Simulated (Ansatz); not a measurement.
**C2H3BFN (SMILES FB1C=NC1) at HF/STO-3G**

What is the vertical ionisation energy of C2H3BFN at HF/STO-3G? 

Program for the calculation: Ansatz 0.2.0.

122 further runs of the same task are left out: 122 set aside as unsound or not needed.

## 1. Starting point

C2H3BFN: 8 atoms, total charge 0, spin state singlet. SMILES: `FB1C=NC1`. The shape is that of a PBE0-D4/def2-TZVP optimisation.

Bond lengths: F1–B2 1.312 Å, B2–C3 1.553 Å, C3–N4 1.291 Å, B2–C5 1.580 Å, N4–C5 1.510 Å, C3–H6 1.087 Å, C5–H7 1.093 Å, C5–H8 1.090 Å. Some angles: F1–B2–C3 135.6°, F1–B2–C5 135.3°, C3–B2–C5 86.1°, B2–C3–N4 90.7°, C3–N4–C5 99.2°, B2–C5–N4 82.2°, B2–C3–H6 145.8°, N4–C3–H6 122.6°, B2–C5–H7 120.5°, B2–C5–H8 118.9°.

## 2. A single-point energy at HF/STO-3G

Input file job.yaml:

```yaml
crystal:
  periodic: [false, false, false]
  atoms:
    - {symbol: F, position_ang: [0.213200, -1.007300, 1.918400]}
    - {symbol: B, position_ang: [-0.024100, -0.304800, 0.836200]}
    - {symbol: C, position_ang: [0.319000, 1.128500, 0.345800]}
    - {symbol: "N", position_ang: [0.303900, 0.728600, -0.881200]}
    - {symbol: C, position_ang: [-0.301700, -0.640600, -0.682300]}
    - {symbol: H, position_ang: [0.656500, 2.120900, 0.633900]}
    - {symbol: H, position_ang: [0.257100, -1.432700, -1.186200]}
    - {symbol: H, position_ang: [-1.331600, -0.649700, -1.040300]}
basis:
  gaussian:
    orbitals: STO-3G
hamiltonian:
  xc: hf
accuracy: high
output: {orbitals: {seedname: orbitals}}
```

Run with:

```bash
$ ansatz run job.yaml --threads 1 --pin off --max-ram 3480MiB --events-out events.jsonl --progress --plain --runs-dir runs
```

What it wrote:

```text
Warning: RAYON_NUM_THREADS=1 ignored (pool sized by the plan → 1); use --threads N
Functional definition: HF
  name "HF"
  exchange = exact_x
  correlation = 0
585 factors; integrals over basis functions are off by at most 4.5e-9 eV
mean field evaluation 1: about -6873.3218 eV, gradient 2.7e1 eV
mean field evaluation 2: about -6873.5033 eV, gradient 2.7e1 eV
mean field evaluation 4: about -6876.2658 eV, gradient 2.7e0 eV
mean field evaluation 8: about -6876.3164 eV, gradient 1.9e-2 eV
mean field -6876.31391127 eV, -252.6998753061 hartree, gradient 2.6e-8 eV, S^2 0.000000; 0 other end points of the search recorded, 0 dependent functions left out
reference -6876.31391127 eV, -252.6998753061 hartree; 18, 18 occupied and 10, 10 virtual orbitals, 585 factors
Total energy: -6876.31391127 eV, -252.6998753061 hartree
```

Wall time 0.2 s (1 thread of Arm Neoverse V2, shared host).

## 3. The doublet cation, same level

Input file run.yaml:

```yaml
crystal:
  periodic: [false, false, false]
  atoms:
    - symbol: F
      position_ang: [0.213200, -1.007300, 1.918400]
    - symbol: B
      position_ang: [-0.024100, -0.304800, 0.836200]
    - symbol: C
      position_ang: [0.319000, 1.128500, 0.345800]
    - symbol: "N"
      position_ang: [0.303900, 0.728600, -0.881200]
    - symbol: C
      position_ang: [-0.301700, -0.640600, -0.682300]
    - symbol: H
      position_ang: [0.656500, 2.120900, 0.633900]
    - symbol: H
      position_ang: [0.257100, -1.432700, -1.186200]
    - symbol: H
      position_ang: [-1.331600, -0.649700, -1.040300]
basis:
  gaussian: {orbitals: STO-3G}
total_charge: 1
magnetization: {spin_polarized: true, initial_magnetization: 1}
hamiltonian: {xc: hf}
accuracy: high
output: {orbitals: {seedname: orbitals}}
```

Run with:

```bash
$ ansatz run run.yaml --threads 1 --pin off --max-ram 3480MiB --events-out events.jsonl --progress --plain --runs-dir runs
```

What it wrote:

```text
Warning: RAYON_NUM_THREADS=1 ignored (pool sized by the plan → 1); use --threads N
[... 4 set-up lines as earlier in the session ...]
584 factors; integrals over basis functions are off by at most 4.5e-9 eV
mean field evaluation 1: about -6864.8193 eV, gradient 2.2e1 eV
mean field evaluation 2: about -6864.9788 eV, gradient 2.2e1 eV
mean field evaluation 4: about -6869.2084 eV, gradient 3.6e0 eV
mean field evaluation 8: about -6869.8164 eV, gradient 9.9e-1 eV
mean field evaluation 16: about -6870.0412 eV, gradient 5.4e-2 eV
mean field evaluation 32: about -6869.0494 eV, gradient 3.6e0 eV
mean field -6870.04128960 eV, -252.4693607117 hartree, gradient 2.5e-8 eV, S^2 1.108796; 1 other end points of the search recorded, 0 dependent functions left out
reference -6870.04128960 eV, -252.4693607117 hartree; 18, 17 occupied and 10, 11 virtual orbitals, 584 factors
Total energy: -6870.04128960 eV, -252.4693607117 hartree
```

It took 0.34 s on 1 thread of Arm Neoverse V2, shared host.

## 4. What came out

At HF/STO-3G:

| quantity | value |
| --- | --- |
| singlet C2H3BFN: total energy | -252.69988 Eh |
| singlet C2H3BFN: HOMO energy | -8.67 eV |
| singlet C2H3BFN: LUMO energy | 6.21 eV |
| singlet C2H3BFN: HOMO–LUMO gap | 14.88 eV |
| doublet cation: total energy | -252.46936 Eh |
| doublet cation: HOMO energy (highest over α and β) | -18.14 eV |
| doublet cation: LUMO energy (lowest over α and β) | -4.34 eV |
| doublet cation: ⟨S²⟩ | 1.109 |
| vertical ionisation energy (to the doublet cation) | 6.273 eV |

The vertical ionisation energy comes to 6.27 eV (145 kcal/mol). −ε(HOMO) before ionisation, 8.67 eV, is 2.39 eV above this ionisation energy. In a minimal basis such a difference can be off by several eV, whatever the method. ⟨S²⟩ (doublet cation) is 1.11 where a pure doublet has 0.75: the reference is spin-contaminated.
